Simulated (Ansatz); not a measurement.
# Zr8Al4HC: the cost of one run

Method: DFT PBE+D3(BJ), plane waves, PAW, scalar-relativistic, no spin polarisation, in Ansatz 0.2.0.

## 1. The system as given

The cell holds 28 atoms (C2H2Al8Zr16): a = 6.847 Å, b = 6.847 Å, c = 22.410 Å, α = 90.00°, β = 90.00°, γ = 90.00°.

As a file:

```xyz
28
Lattice="6.8469 0.0000 0.0000 0.0000 6.8469 0.0000 0.0000 0.0000 22.4098" Properties=species:S:1:pos:R:3 pbc="T T T"
Zr    1.0366    2.3868    3.6885
Zr    5.8103    2.3868    1.0000
Zr    5.8103    4.4601    3.6885
Zr    1.0366    4.4601    1.0000
Al    0.0000    0.0000    5.0328
Al    0.0000    0.0000    2.3443
Zr    4.4601    5.8103    1.0000
Zr    2.3868    5.8103    3.6885
Zr    2.3868    1.0366    1.0000
Zr    4.4601    1.0366    3.6885
Al    3.4234    3.4234    2.3443
Al    3.4234    3.4234    5.0328
Zr    1.0366    2.3868    9.0655
Zr    5.8103    2.3868    6.3770
Zr    5.8103    4.4601    9.0655
Zr    1.0366    4.4601    6.3770
Al    0.0000    0.0000   10.4098
Al    0.0000    0.0000    7.7213
Zr    4.4601    5.8103    6.3770
Zr    2.3868    5.8103    9.0655
Zr    2.3868    1.0366    6.3770
Zr    4.4601    1.0366    9.0655
Al    3.4234    3.4234    7.7213
Al    3.4234    3.4234   10.4098
C     3.3942    5.7551   11.7498
C     4.1986    4.7338   11.7498
H     2.9611    6.3050   12.5498
H     4.6317    4.1839   12.5498
```

## 2. Preparing the start

input.yaml

```yaml
crystal:
  lattice:
    - [6.846888, 0.0, 0.0]
    - [0.0, 6.846888, 0.0]
    - [0.0, 0.0, 22.409808]
  atoms:
    - { symbol: Zr, position: [0.1514012, 0.3485988, 0.1645938] }
    - { symbol: Zr, position: [0.8485988, 0.3485988, 0.0446233] }
    - { symbol: Zr, position: [0.8485988, 0.6514012, 0.1645938] }
    - { symbol: Zr, position: [0.1514012, 0.6514012, 0.0446233] }
    - { symbol: Al, position: [0.0, 0.0, 0.2245791] }
    - { symbol: Al, position: [0.0, 0.0, 0.1046086] }
    - { symbol: Zr, position: [0.6514012, 0.8485988, 0.0446233] }
    - { symbol: Zr, position: [0.3485988, 0.8485988, 0.1645938] }
    - { symbol: Zr, position: [0.3485988, 0.1514012, 0.0446233] }
    - { symbol: Zr, position: [0.6514012, 0.1514012, 0.1645938] }
    - { symbol: Al, position: [0.5, 0.5, 0.1046086] }
    - { symbol: Al, position: [0.5, 0.5, 0.2245791] }
    - { symbol: Zr, position: [0.1514012, 0.3485988, 0.4045349] }
    - { symbol: Zr, position: [0.8485988, 0.3485988, 0.2845644] }
    - { symbol: Zr, position: [0.8485988, 0.6514012, 0.4045349] }
    - { symbol: Zr, position: [0.1514012, 0.6514012, 0.2845644] }
    - { symbol: Al, position: [0.0, 0.0, 0.4645202] }
    - { symbol: Al, position: [0.0, 0.0, 0.3445496] }
    - { symbol: Zr, position: [0.6514012, 0.8485988, 0.2845644] }
    - { symbol: Zr, position: [0.3485988, 0.8485988, 0.4045349] }
    - { symbol: Zr, position: [0.3485988, 0.1514012, 0.2845644] }
    - { symbol: Zr, position: [0.6514012, 0.1514012, 0.4045349] }
    - { symbol: Al, position: [0.5, 0.5, 0.3445496] }
    - { symbol: Al, position: [0.5, 0.5, 0.4645202] }
    - { symbol: C, position: [0.495728, 0.8405402, 0.5243154] }
    - { symbol: C, position: [0.6132059, 0.6913808, 0.5243154] }
    - { symbol: H, position: [0.4324707, 0.9208568, 0.5600141] }
    - { symbol: H, position: [0.6764632, 0.6110641, 0.5600141] }
basis:
  ecutwfc: 420.0
kpoints:
  mp_grid: { grid: [2, 2, 1] }
hamiltonian:
  xc: pbe
  dispersion: d3bj
scf:
  occupations: { method: fermi_dirac, width: 0.1 }
  lower_state_search: "off"
relax:
  f_tol: 0.08
  max_steps: 25
  adjacent_minimum: "off"
  constraints: [{ sites: [1, 3, 5, 6, 8, 10] }]
```

Started as:

```sh
$ ansatz run input.yaml --threads 4 --pin off --max-ram 10240MiB --backend cpu --events-out ev --progress --plain --runs-dir out
```

Q: Estimate wall time and peak memory on 4 threads of Intel Xeon 6975P-C (Granite Rapids), shared host.

About 79 s, with a peak of 3.1 GiB.
